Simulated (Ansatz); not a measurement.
# F2H3O3Zr: the cost of one run

Method: UKS PBE0/def2-SVP, in Ansatz 0.2.0.

## 1. The structure to begin with

Bond lengths: Zr1–F2 2.230 Å, Zr1–O3 2.070 Å, O3–H4 1.010 Å, Zr1–O5 2.069 Å, O5–H6 1.010 Å, Zr1–O7 2.069 Å, O7–H8 1.010 Å. Angles: F2–Zr1–O3 109.4°, F2–Zr1–O5 109.5°, F2–Zr1–O7 109.5°, O3–Zr1–O5 109.5°, O3–Zr1–O7 109.5°, O5–Zr1–O7 109.5°, Zr1–O3–H4 109.5°, Zr1–O5–H6 109.5°, Zr1–O7–H8 109.5°.

Coordinates:

```xyz
9

Zr    0.0000    0.0000    0.0000
F     0.0000    0.0000    2.2300
O     1.9520    0.0000   -0.6893
H     2.2684   -0.9521   -0.8060
O    -0.9750    1.6891   -0.6893
H    -1.9328    1.4584   -0.9117
O    -0.9750   -1.6891   -0.6893
H    -1.4296   -2.1548    0.0831
F     0.0000    0.0000    3.6700
```

## 2. A restrained relaxation towards end A

Springs on the bonds that form and break draw the guess towards this end; the thresholds are loose.

File input.yaml:

```yaml
crystal:
  periodic: [false, false, false]
  atoms:
    - { symbol: Zr, position_ang: [0.0, 0.0, 0.0] }
    - { symbol: F, position_ang: [0.0, 0.0, 2.23] }
    - { symbol: O, position_ang: [1.952, 0.0, -0.6893] }
    - { symbol: H, position_ang: [2.2684, -0.9521, -0.806] }
    - { symbol: O, position_ang: [-0.975, 1.6891, -0.6893] }
    - { symbol: H, position_ang: [-1.9328, 1.4584, -0.9117] }
    - { symbol: O, position_ang: [-0.975, -1.6891, -0.6893] }
    - { symbol: H, position_ang: [-1.4296, -2.1548, 0.0831] }
    - { symbol: F, position_ang: [0.0, 0.0, 3.67] }
magnetization:
  spin_polarized: true
  initial_magnetization: 1
basis:
  gaussian: { orbitals: def2-SVP }
hamiltonian:
  xc: pbe0
relax:
  f_tol: 0.15
  max_steps: 25
  restrain:
    - { distance: [1, 8], at: 2.34, k: 30.0 }
    - { distance: [0, 1], at: 1.98, k: 30.0 }
```

Run with:

```console
$ ansatz run input.yaml --threads 4 --pin off --max-ram 5120MiB --backend cpu --events-out ev --progress --plain --runs-dir out
```

What time and memory should one allow on 4 threads of Arm Neoverse V1, shared host?

About 100 s, with a peak of 0.42 GiB.
